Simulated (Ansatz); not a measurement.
BaSr3 and its elements, a formation energy from the elements

Program: Ansatz 0.2.0, Python API.

The script, `basr3.py`:
```python
"""Is BaSr3 bound against its elements, after relaxing cells and atoms."""

from collections import Counter
import warnings

import ansatz as az
import numpy as np

PHASES = {
    "BaSr3": (
        [(0.0, 4.875029, 4.875029), (4.875029, 0.0, 4.875029), (4.875029, 4.875029, 0.0)],
        [
            ("Ba", (0.0, 0.0, 0.0)),
            ("Sr", (0.25, 0.25, 0.25)),
            ("Sr", (0.75, 0.75, 0.75)),
            ("Sr", (0.5, 0.5, 0.5)),
        ],
    ),
    "Ba": (
        [(-2.5065, 2.5065, 2.5065), (2.5065, -2.5065, 2.5065), (2.5065, 2.5065, -2.5065)],
        [
            ("Ba", (0.0, 0.0, 0.0)),
        ],
    ),
    "Sr": (
        [(0.0, 3.04235, 3.04235), (3.04235, 0.0, 3.04235), (3.04235, 3.04235, 0.0)],
        [
            ("Sr", (0.0, 0.0, 0.0)),
        ],
    ),
}


def build(vectors, sites):
    crystal = az.Crystal(lattice=az.Lattice.of(vectors))
    for symbol, position in sites:
        crystal = crystal.atom(symbol, position)
    return crystal


def run_phase(name, crystal):
    calc = crystal.calculation()
    calc = calc.basis(530)
    calc = calc.functional("r2scan")
    calc = calc.kpoints(spacing=0.3)
    calc = calc.occupations("fermi_dirac", width=0.05)
    calc = calc.stress()
    calc = calc.relax(force_tolerance=0.03, max_steps=40, cell=True)
    return calc.run(threads=1, backend="cpu")


def counts(outcome):
    return Counter(site.symbol for site in outcome.lattice.sites)

def formation_energy(outcome, mu):
    n = counts(outcome)
    return (outcome.report["energy_sigma0_ev"] - sum(k * mu[element] for element, k in n.items())) / sum(n.values())


def volume_per_atom(outcome):
    return abs(np.linalg.det(outcome.lattice.cell_ang)) / len(outcome.lattice.sites)

warnings.simplefilter("ignore", az.DeckWarning)

phases = {name: build(*cell) for name, cell in PHASES.items()}

done = {name: run_phase(name, crystal) for name, crystal in phases.items()}

# energy of one atom in its reference phase
references = {"Ba": "Ba", "Sr": "Sr"}
mu = {element: done[name].report["energy_sigma0_ev"] / len(done[name].lattice.sites) for element, name in references.items()}

target = done["BaSr3"]
heat = formation_energy(target, mu)
n = counts(target)
print("cell content:", dict(n), " volume", round(volume_per_atom(target), 3), "A^3/atom")
print("formation energy", round(heat, 4), "eV/atom,", round(heat * sum(n.values()), 4), "eV per cell")
print("bound against the elements" if heat < 0 else "unbound against the elements")
```

```console
$ python basr3.py
cell content: {<Element.BA: 'Ba'>: 1, <Element.SR: 'Sr'>: 3}  volume 57.151 A^3/atom
formation energy -0.0103 eV/atom, -0.0413 eV per cell
bound against the elements
```

Caveats:
- For the metals among these phases the mesh is modest: differences between phases can be off by up to 40 meV an atom.
- The cells come from databases of deposited and of computed structures, and not all need be stable phases.
- The compound is the structure given, not necessarily its lowest; energies are at zero temperature, with no correction for gases. A semilocal functional's error on such energies is often 0.05 to 0.1 eV an atom, and 0.1 to 0.3 eV against gases such as O2 or F2.
- Finished in 44 s on 1 thread of Arm Neoverse V2, with other jobs on the host, peak memory 1.2 GiB.

(Lines on the test bed's own set-up are left out of the output.)
